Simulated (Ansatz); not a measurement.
Working through a relaxation driven by ASE of RbTeO3, space group Pm-3m

Computed with Ansatz 0.2.0, Python API.

Notebook, run cell by cell (the value of a cell's last expression is shown):

**Cell 1**
```python
import warnings

import ansatz as az
from ase import Atoms
from ase.calculators.calculator import Calculator, all_changes
from ase.optimize import BFGS
import numpy as np
```

**Cell 2**
```python
class Ansatz(Calculator):
    implemented_properties = ["energy", "free_energy", "forces"]

    def calculate(self, atoms=None, properties=("energy",), system_changes=all_changes):
        super().calculate(atoms, properties, system_changes)
        bare = self.atoms.copy()
        bare.set_constraint()
        bare.set_momenta(None)
        job = (
            az.Crystal.from_ase(bare).calculation()
            .basis(19 * az.Ha)
            .functional("PBEsol")
            .kpoints(5, 5, 5)
            .occupations(az.OccupationsMethod.FERMI_DIRAC)
            .forces()
        )
        report = job.run(threads=1).report
        self.results["free_energy"] = report["lagrangian_ev"]
        self.results["energy"] = report.get("lagrangian_sigma0_ev", report["lagrangian_ev"])
        self.results["forces"] = np.array(report["forces_ev_ang"])
```

**Cell 3**
```python
warnings.simplefilter("ignore")
atoms = Atoms(
    ["Rb", "Te", "O", "O", "O"],
    cell=[[4.17234, 0.0, 0.0], [0.0, 4.17234, 0.0], [0.0, 0.0, 4.17234]],
    scaled_positions=[
        [0.0, 0.0, 0.0],
        [0.5, 0.5, 0.5],
        [0.5, 0.5, 0.0],
        [0.5, 0.0, 0.5],
        [0.0, 0.5, 0.5],
    ],
    pbc=True,
)
atoms.rattle(0.07, seed=6)
atoms.calc = Ansatz()
before = atoms.get_potential_energy(), atoms.get_volume()
optimiser = BFGS(atoms, logfile=None)
```

**Cell 4**
```python
def tell():
    fmax = np.linalg.norm(atoms.get_forces(), axis=1).max()
    print(f"step {optimiser.nsteps:2d}  E = {atoms.get_potential_energy():.5f} eV  fmax = {fmax:.4f}  V = {atoms.get_volume():.3f} A^3")


optimiser.attach(tell)
met = optimiser.run(fmax=0.02, steps=12)
print("threshold met:", bool(met), " energy gained:", round(before[0] - atoms.get_potential_energy(), 5), "eV")
print("cell lengths and angles:", np.round(atoms.cell.cellpar(), 3))
np.round(atoms.get_scaled_positions(), 4)
```
Output:
```text
step  0  E = -11799.09520 eV  fmax = 4.9649  V = 72.634 A^3
step  1  E = -11799.44656 eV  fmax = 0.8581  V = 72.634 A^3
step  2  E = -11799.47542 eV  fmax = 0.5426  V = 72.634 A^3
step  3  E = -11799.51226 eV  fmax = 0.3834  V = 72.634 A^3
step  4  E = -11799.52837 eV  fmax = 0.2610  V = 72.634 A^3
step  5  E = -11799.53700 eV  fmax = 0.2120  V = 72.634 A^3
step  6  E = -11799.54065 eV  fmax = 0.2011  V = 72.634 A^3
step  7  E = -11799.54425 eV  fmax = 0.1809  V = 72.634 A^3
step  8  E = -11799.54972 eV  fmax = 0.1381  V = 72.634 A^3
step  9  E = -11799.55502 eV  fmax = 0.1273  V = 72.634 A^3
step 10  E = -11799.55733 eV  fmax = 0.1087  V = 72.634 A^3
step 11  E = -11799.55773 eV  fmax = 0.0738  V = 72.634 A^3
step 12  E = -11799.55810 eV  fmax = 0.0589  V = 72.634 A^3
threshold met: False  energy gained: 0.4629 eV
cell lengths and angles: [ 4.172  4.172  4.172 90.    90.    90.   ]
array([[0.9925, 0.9994, 0.0068],
       [0.4807, 0.4884, 0.4954],
       [0.5007, 0.5014, 0.0286],
       [0.4985, 0.0156, 0.5141],
       [0.0135, 0.5052, 0.5135]])
```

What to keep in mind:
- Absolute energies stand on the zero of these potentials, so only differences at equal settings mean something. A total without «per atom» is that of the whole cell that was run.
- The cell holds an odd number of electrons and is run without spin, so a magnetic state may lie lower.
- The mesh is modest for a metal, so energies can be off by several to tens of meV an atom and pressures by half a GPa or more; differences at equal mesh fare better.
- The structure comes from a database of computed cells and needn't be a stable or known phase.
- Finished in 3.4 min on 1 thread of Arm Neoverse V1, on a shared host, peak memory 0.66 GiB.
